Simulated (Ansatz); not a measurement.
# In4Sb4 wurtzite atom sphere (In₄Sb₄H₁₄): a short trajectory

What does In4Sb4 wurtzite atom sphere (In₄Sb₄H₁₄) do in its first 25 fs with a Nosé-Hoover thermostat, with the temperature set to 300 K?

The runs use Ansatz 0.2.0, Gaussian basis; BLYP/def2-SVP with D3(BJ) dispersion.

2 further runs of the same task are left out: 2 set aside as unsound or not needed.

### 1 Structure used throughout

The structure was relaxed beforehand with r2SCAN-D4/def2-SVP. In, Sb take the def2 core potential; no spin-orbit term is included.

22 atoms, charge 0, spin multiplicity 1.

Atoms are counted from 1 here; the program's logs count them from 0.

Bond lengths: In1–Sb2 2.963 Å, In1–Sb4 2.855 Å, In1–H9 1.725 Å, In1–H10 1.725 Å, Sb2–In6 2.851 Å, Sb2–H11 1.703 Å, Sb2–H12 1.703 Å, In3–Sb4 2.855 Å, In3–Sb5 2.963 Å, In3–H13 1.725 Å, In3–H14 1.725 Å, Sb4–In7 2.855 Å, Sb4–H15 1.707 Å, Sb5–In6 2.851 Å, Sb5–H16 1.703 Å, Sb5–H17 1.703 Å, In6–Sb8 2.851 Å, In6–H18 1.724 Å and more. Angles: Sb2–In1–Sb4 94.9°, Sb2–In1–H9 102.1°, Sb2–In1–H10 102.0°, Sb4–In1–H9 111.3°, Sb4–In1–H10 111.2°, H9–In1–H10 128.4°, In1–Sb2–In6 124.8°, In1–Sb2–H11 112.5°, In1–Sb2–H12 112.5°, In6–Sb2–H11 103.7°, In6–Sb2–H12 103.7°, H11–Sb2–H12 95.2°, Sb4–In3–Sb5 94.9°, Sb4–In3–H13 111.2°, Sb4–In3–H14 111.2°, Sb5–In3–H13 102.0°, Sb5–In3–H14 102.1°, H13–In3–H14 128.4° and more.

Geometry (Å):

```xyz
22

In   -2.43349   -1.39812   -1.66980
Sb   -2.15904   -1.24757    1.27692
In    2.42522   -1.40918   -1.67434
Sb   -0.00150   -0.00405   -2.21246
Sb    2.16454   -1.24581    1.27275
In    0.00359    0.00570    2.64815
In    0.00237    2.80120   -1.68077
Sb    0.00022    2.49968    1.26694
H    -2.26403   -3.08955   -1.96258
H    -3.80591   -0.39285   -1.95535
H    -2.27753   -2.77496    2.02166
H    -3.54398   -0.60173    2.02954
H     2.24340   -3.10092   -1.95813
H     3.80240   -0.41409   -1.97196
H    -0.00304   -0.00760   -3.91991
H     2.29099   -2.77011    2.02250
H     3.55073   -0.59290    2.01690
H     0.00524    0.00951    4.37188
H    -1.54979    3.49433   -1.97390
H     1.55646    3.49078   -1.97205
H    -1.26116    3.37052    2.01006
H     1.25429    3.37773    2.01394
```

### 2 Dynamics

The input, in.yaml:

```yaml
crystal:
  periodic: [false, false, false]
  atoms:
    - {symbol: In, position_ang: [-2.433491, -1.398119, -1.669799]}
    - {symbol: Sb, position_ang: [-2.159045, -1.247566, 1.276919]}
    - {symbol: In, position_ang: [2.425223, -1.409177, -1.674339]}
    - {symbol: Sb, position_ang: [-0.001496, -0.004053, -2.212460]}
    - {symbol: Sb, position_ang: [2.164536, -1.245805, 1.272750]}
    - {symbol: In, position_ang: [0.003590, 0.005696, 2.648153]}
    - {symbol: In, position_ang: [0.002372, 2.801205, -1.680775]}
    - {symbol: Sb, position_ang: [0.000222, 2.499681, 1.266945]}
    - {symbol: H, position_ang: [-2.264029, -3.089554, -1.962583]}
    - {symbol: H, position_ang: [-3.805909, -0.392846, -1.955352]}
    - {symbol: H, position_ang: [-2.277534, -2.774964, 2.021658]}
    - {symbol: H, position_ang: [-3.543982, -0.601727, 2.029538]}
    - {symbol: H, position_ang: [2.243402, -3.100920, -1.958127]}
    - {symbol: H, position_ang: [3.802400, -0.414088, -1.971963]}
    - {symbol: H, position_ang: [-0.003042, -0.007601, -3.919911]}
    - {symbol: H, position_ang: [2.290991, -2.770111, 2.022501]}
    - {symbol: H, position_ang: [3.550727, -0.592901, 2.016903]}
    - {symbol: H, position_ang: [0.005242, 0.009506, 4.371884]}
    - {symbol: H, position_ang: [-1.549786, 3.494331, -1.973903]}
    - {symbol: H, position_ang: [1.556462, 3.490781, -1.972055]}
    - {symbol: H, position_ang: [-1.261159, 3.370515, 2.010056]}
    - {symbol: H, position_ang: [1.254286, 3.377727, 2.013938]}
basis:
  gaussian: {orbitals: def2-SVP}
hamiltonian: {xc: {name: BLYP}, dispersion: d3bj}
md: {timestep: 1 fs, n_steps: 25, ensemble: nvt_nose_hoover, temperature: 300, initial_velocities: maxwell_boltzmann, seed: 901}
scf: {omitted_lower_state_checks: [starts]}
```

Command:

```sh
$ ansatz run in.yaml --threads 2 --pin off --events-out ev --progress --plain --max-ram 32768MiB --backend cuda --devices 0, --max-vram 18GiB
```

The log of the run:

```text
Functional definition: BLYP
  name "BLYP"
  cite "Becke, Phys. Rev. A 38, 3098 (1988) doi:10.1103/PhysRevA.38.3098"
  cite "Lee, Yang & Parr, Phys. Rev. B 37, 785 (1988) doi:10.1103/PhysRevB.37.785"
  parameter beta = 0.0042
  parameter a = 0.04918
  parameter b = 0.132
  parameter c = 0.2533
  parameter d = 0.349
  exchange = b88_x(beta = beta)
  correlation = lyp_c(a = a, b = b, c = c, d = d)
these checks for a lower state are left out or cut short: starts
3340 factors; their error is unknown
mean field evaluation 1: about -47057.1422 eV, gradient 3.6e1 eV
mean field evaluation 2: about -47054.7874 eV, gradient 4.4e1 eV
mean field evaluation 4: about -47061.7343 eV, gradient 3.1e0 eV
mean field evaluation 8: about -47061.7639 eV, gradient 7.7e-2 eV
mean field evaluation 16: about -47061.7315 eV, gradient 8.9e-5 eV
mean field -47061.73150619 eV, -1729.4867332652 hartree, gradient 1.8e-5 eV, S^2 0.000000; 0 other end points of the search recorded, 0 dependent functions left out
the calculation of the forces begins
reference -47061.73225273 eV, -1729.4867606999 hartree; 95, 95 occupied and 183, 183 virtual orbitals, 3340 factors
md step     0: t =     0.00 fs  T =   300.0 K  F+E_penalty+E_count = -47064.21110257 eV  E_kin = 0.775560 eV  conserved = -47063.43554257 eV  (27 SCF iters)
these checks for a lower state are left out or cut short: starts, cluster_reference, orbital_swaps, neighbouring_geometries, increment
3340 factors; their error is unknown
mean field -47061.72800132 eV, -1729.4866044636 hartree, gradient 1.2e-5 eV, S^2 0.000000; 0 other end points of the search recorded, 0 dependent functions left out
the calculation of the forces begins
reference -47061.72874810 eV, -1729.4866319071 hartree; 95, 95 occupied and 183, 183 virtual orbitals, 3340 factors
md step     1: t =     1.00 fs  T =   298.6 K  F+E_penalty+E_count = -47064.20718512 eV  E_kin = 0.771973 eV  conserved = -47063.43521183 eV  (30 SCF iters, 3 dispersion substeps)
these checks for a lower state are left out or cut short: starts, cluster_reference, orbital_swaps, neighbouring_geometries, increment
3340 factors; their error is unknown
mean field evaluation 32: about -47061.7001 eV, gradient 1.2e-5 eV
mean field -47061.70010181 eV, -1729.4855791753 hartree, gradient 1.2e-5 eV, S^2 0.000000; 0 other end points of the search recorded, 0 dependent functions left out
the calculation of the forces begins
reference -47061.70084899 eV, -1729.4856066339 hartree; 95, 95 occupied and 183, 183 virtual orbitals, 3340 factors
md step     2: t =     2.00 fs  T =   287.7 K  F+E_penalty+E_count = -47064.17826124 eV  E_kin = 0.743862 eV  conserved = -47063.43440033 eV  (31 SCF iters, 3 dispersion substeps)
[... from here on, the SCF cycles and remarks between the steps are left out ...]
md step     3: t =     3.00 fs  T =   271.6 K  F+E_penalty+E_count = -47064.13584170 eV  E_kin = 0.702240 eV  conserved = -47063.43361083 eV  (31 SCF iters, 3 dispersion substeps)
md step     4: t =     4.00 fs  T =   254.8 K  F+E_penalty+E_count = -47064.09185607 eV  E_kin = 0.658779 eV  conserved = -47063.43310634 eV  (30 SCF iters, 3 dispersion substeps)
md step     5: t =     5.00 fs  T =   240.4 K  F+E_penalty+E_count = -47064.05433580 eV  E_kin = 0.621506 eV  conserved = -47063.43289663 eV  (30 SCF iters, 3 dispersion substeps)
md step     6: t =     6.00 fs  T =   229.8 K  F+E_penalty+E_count = -47064.02686017 eV  E_kin = 0.594098 eV  conserved = -47063.43288879 eV  (31 SCF iters, 3 dispersion substeps)
md step     7: t =     7.00 fs  T =   223.2 K  F+E_penalty+E_count = -47064.00971298 eV  E_kin = 0.576890 eV  conserved = -47063.43303453 eV  (31 SCF iters, 3 dispersion substeps)
md step     8: t =     8.00 fs  T =   219.5 K  F+E_penalty+E_count = -47064.00058755 eV  E_kin = 0.567551 eV  conserved = -47063.43336088 eV  (31 SCF iters, 3 dispersion substeps)
md step     9: t =     9.00 fs  T =   217.0 K  F+E_penalty+E_count = -47063.99435531 eV  E_kin = 0.560941 eV  conserved = -47063.43387907 eV  (31 SCF iters, 3 dispersion substeps)
md step    10: t =    10.00 fs  T =   212.5 K  F+E_penalty+E_count = -47063.98323834 eV  E_kin = 0.549432 eV  conserved = -47063.43444113 eV  (30 SCF iters, 3 dispersion substeps)
md step    11: t =    11.00 fs  T =   203.3 K  F+E_penalty+E_count = -47063.95938607 eV  E_kin = 0.525536 eV  conserved = -47063.43468094 eV  (30 SCF iters, 3 dispersion substeps)
md step    12: t =    12.00 fs  T =   188.5 K  F+E_penalty+E_count = -47063.92048132 eV  E_kin = 0.487340 eV  conserved = -47063.43418996 eV  (31 SCF iters, 3 dispersion substeps)
md step    13: t =    13.00 fs  T =   171.6 K  F+E_penalty+E_count = -47063.87533054 eV  E_kin = 0.443609 eV  conserved = -47063.43300421 eV  (30 SCF iters, 3 dispersion substeps)
md step    14: t =    14.00 fs  T =   159.4 K  F+E_penalty+E_count = -47063.84248858 eV  E_kin = 0.412095 eV  conserved = -47063.43192946 eV  (30 SCF iters, 3 dispersion substeps)
md step    15: t =    15.00 fs  T =   157.8 K  F+E_penalty+E_count = -47063.83808280 eV  E_kin = 0.407943 eV  conserved = -47063.43195602 eV  (31 SCF iters, 3 dispersion substeps)
md step    16: t =    16.00 fs  T =   166.6 K  F+E_penalty+E_count = -47063.86170475 eV  E_kin = 0.430708 eV  conserved = -47063.43314057 eV  (30 SCF iters, 3 dispersion substeps)
md step    17: t =    17.00 fs  T =   179.4 K  F+E_penalty+E_count = -47063.89565776 eV  E_kin = 0.463670 eV  conserved = -47063.43452080 eV  (14 SCF iters, 3 dispersion substeps)
md step    18: t =    18.00 fs  T =   188.2 K  F+E_penalty+E_count = -47063.91867863 eV  E_kin = 0.486481 eV  conserved = -47063.43518350 eV  (30 SCF iters, 3 dispersion substeps)
md step    19: t =    19.00 fs  T =   188.8 K  F+E_penalty+E_count = -47063.91965361 eV  E_kin = 0.488195 eV  conserved = -47063.43494585 eV  (30 SCF iters, 3 dispersion substeps)
md step    20: t =    20.00 fs  T =   182.2 K  F+E_penalty+E_count = -47063.90109872 eV  E_kin = 0.470952 eV  conserved = -47063.43416428 eV  (30 SCF iters, 3 dispersion substeps)
md step    21: t =    21.00 fs  T =   172.3 K  F+E_penalty+E_count = -47063.87429330 eV  E_kin = 0.445553 eV  conserved = -47063.43330184 eV  (30 SCF iters, 3 dispersion substeps)
md step    22: t =    22.00 fs  T =   164.3 K  F+E_penalty+E_count = -47063.85226252 eV  E_kin = 0.424696 eV  conserved = -47063.43268282 eV  (30 SCF iters, 3 dispersion substeps)
md step    23: t =    23.00 fs  T =   161.6 K  F+E_penalty+E_count = -47063.84458745 eV  E_kin = 0.417842 eV  conserved = -47063.43243729 eV  (30 SCF iters, 3 dispersion substeps)
md step    24: t =    24.00 fs  T =   165.9 K  F+E_penalty+E_count = -47063.85512570 eV  E_kin = 0.428881 eV  conserved = -47063.43255549 eV  (31 SCF iters, 3 dispersion substeps)
these checks for a lower state are left out or cut short: starts, cluster_reference, orbital_swaps, neighbouring_geometries, increment
3340 factors; their error is unknown
mean field evaluation 192: about -47061.4147 eV, gradient 4.3e-5 eV
mean field -47061.41465936 eV, -1729.4750893590 hartree, gradient 1.5e-5 eV, S^2 0.000000; 0 other end points of the search recorded, 0 dependent functions left out
the calculation of the forces begins
reference -47061.41540471 eV, -1729.4751167499 hartree; 95, 95 occupied and 183, 183 virtual orbitals, 3340 factors
these checks for a lower state are left out or cut short: starts
3340 factors; their error is unknown
mean field -47061.41465936 eV, -1729.4750893590 hartree, gradient 1.5e-5 eV, S^2 0.000000; 0 other end points of the search recorded, 0 dependent functions left out
the calculation of the forces begins
reference -47061.41540471 eV, -1729.4751167499 hartree; 95, 95 occupied and 183, 183 virtual orbitals, 3340 factors
md step    25: t =    25.00 fs  T =   176.4 K  F+E_penalty+E_count = -47063.88199595 eV  E_kin = 0.456031 eV  conserved = -47063.43296415 eV  (14 SCF iters, 3 dispersion substeps)
Total energy: -47063.88274129 eV, -1729.5657896971 hartree
Atom 0 at    -2.429343    -1.414764    -1.709680 Å, force    -0.273523     0.235350     0.148996 eV/Å
Atom 1 at    -2.204107    -1.271755     1.354949 Å, force    -0.881625     0.431928     0.172733 eV/Å
Atom 2 at     2.390207    -1.355463    -1.655221 Å, force     0.428867    -0.480650    -0.078070 eV/Å
Atom 3 at     0.012348     0.017498    -2.233228 Å, force    -0.440720    -0.223704    -0.317368 eV/Å
Atom 4 at     2.156256    -1.254297     1.250026 Å, force     0.172421    -0.109661     0.066148 eV/Å
Atom 5 at     0.044846     0.021953     2.659033 Å, force    -0.188765    -0.308805     0.067568 eV/Å
Atom 6 at     0.066504     2.789856    -1.724781 Å, force     0.013537     0.512239    -0.154442 eV/Å
Atom 7 at    -0.032365     2.469502     1.282790 Å, force     0.178732     0.790103     0.189819 eV/Å
Atom 8 at    -1.971719    -3.036961    -2.050883 Å, force    -0.035383    -0.345183    -0.044202 eV/Å
Atom 9 at    -3.960332    -0.566744    -1.981693 Å, force     0.291094    -0.115056     0.063418 eV/Å
Atom 10 at    -2.581793    -2.700696     2.311741 Å, force    -0.016838     0.375844    -0.190227 eV/Å
Atom 11 at    -3.666453    -0.246119     1.804309 Å, force     0.931204    -0.718071    -0.106330 eV/Å
Atom 12 at     2.294343    -3.082602    -1.977321 Å, force     0.061737     0.208487    -0.068534 eV/Å
Atom 13 at     3.680881    -0.191198    -1.768048 Å, force     0.114951    -0.036263    -0.137462 eV/Å
Atom 14 at    -0.058995    -0.208636    -3.967112 Å, force     0.060471     0.182885     0.232341 eV/Å
Atom 15 at     2.293968    -2.738325     2.131747 Å, force     0.035181     0.074236    -0.072421 eV/Å
Atom 16 at     3.548873    -0.496648     1.946305 Å, force    -0.063832    -0.079560    -0.015280 eV/Å
Atom 17 at     0.505821    -0.259043     4.284004 Å, force    -0.146377     0.102115     0.494329 eV/Å
Atom 18 at    -1.572161     3.396867    -1.876793 Å, force     0.081658     0.073944    -0.054236 eV/Å
Atom 19 at     1.615519     3.567592    -2.093964 Å, force    -0.270070    -0.114578     0.142398 eV/Å
Atom 20 at    -1.260285     3.444061     2.091481 Å, force     0.337420    -0.239403    -0.225301 eV/Å
Atom 21 at     1.349456     3.325051     1.971118 Å, force    -0.390140    -0.216197    -0.113875 eV/Å
Dipole moment:    -0.077613     0.056610     0.420451 e Å
Checks for a lower state left out: starts
```

Wall time 70 s (1 × H100 (card shared with other runs) with 2 threads of AMD EPYC 7R13, shared host); peak host memory 0.96 GiB.

### 3 The trajectory

Every 2 steps, with energies from the start:

```csv
time (fs),T (K),potential (meV),conserved (meV),Sb2–H12 (Å)
0.0,300,0.0,0.00,1.703
2.0,288,32.8,1.14,1.781
4.0,255,119.2,2.44,1.836
6.0,230,184.2,2.65,1.849
8.0,220,210.5,2.18,1.817
10.0,213,227.9,1.10,1.750
12.0,189,290.6,1.35,1.675
14.0,159,368.6,3.61,1.631
16.0,167,349.4,2.40,1.647
18.0,188,292.4,0.36,1.712
20.0,182,310.0,1.38,1.788
22.0,164,358.8,2.86,1.842
24.0,166,356.0,2.99,1.853
```

Positions (Å) and forces (eV/Å) at 25.0 fs:

```xyz
22

In   -2.429   -1.415   -1.710   -0.274    0.235    0.149
Sb   -2.204   -1.272    1.355   -0.882    0.432    0.173
In    2.390   -1.355   -1.655    0.429   -0.481   -0.078
Sb    0.012    0.017   -2.233   -0.441   -0.224   -0.317
Sb    2.156   -1.254    1.250    0.172   -0.110    0.066
In    0.045    0.022    2.659   -0.189   -0.309    0.068
In    0.067    2.790   -1.725    0.014    0.512   -0.154
Sb   -0.032    2.470    1.283    0.179    0.790    0.190
H    -1.972   -3.037   -2.051   -0.035   -0.345   -0.044
H    -3.960   -0.567   -1.982    0.291   -0.115    0.063
H    -2.582   -2.701    2.312   -0.017    0.376   -0.190
H    -3.666   -0.246    1.804    0.931   -0.718   -0.106
H     2.294   -3.083   -1.977    0.062    0.208   -0.069
H     3.681   -0.191   -1.768    0.115   -0.036   -0.137
H    -0.059   -0.209   -3.967    0.060    0.183    0.232
H     2.294   -2.738    2.132    0.035    0.074   -0.072
H     3.549   -0.497    1.946   -0.064   -0.080   -0.015
H     0.506   -0.259    4.284   -0.146    0.102    0.494
H    -1.572    3.397   -1.877    0.082    0.074   -0.054
H     1.616    3.568   -2.094   -0.270   -0.115    0.142
H    -1.260    3.444    2.091    0.337   -0.239   -0.225
H     1.349    3.325    1.971   -0.390   -0.216   -0.114
```

### 4 Summary of results

| quantity | value |
| --- | --- |
| length | 25 steps of 1.0 fs |
| temperature, first and last frame | 300, 176 K |
| temperature, second half | mean 172 K, from 158 to 189 K |
| swing of the potential | 373 meV |
| largest change of the conserved energy | 3.61 meV |
| range of Sb2–H12 | 1.631 to 1.853 Å |

From 300 K at the start the temperature swings between 158 and 300 K: with 22 atoms it has no steady value yet; starting near a minimum, about half of the kinetic energy flows into the potential. The conserved energy moves by 3.61 meV, 1.0 % of the potential's swing, so the step is short enough for this stretch. Sb2–H12 swings most, by 0.22 Å; no bond breaks. A run of 25 fs gives no averages.
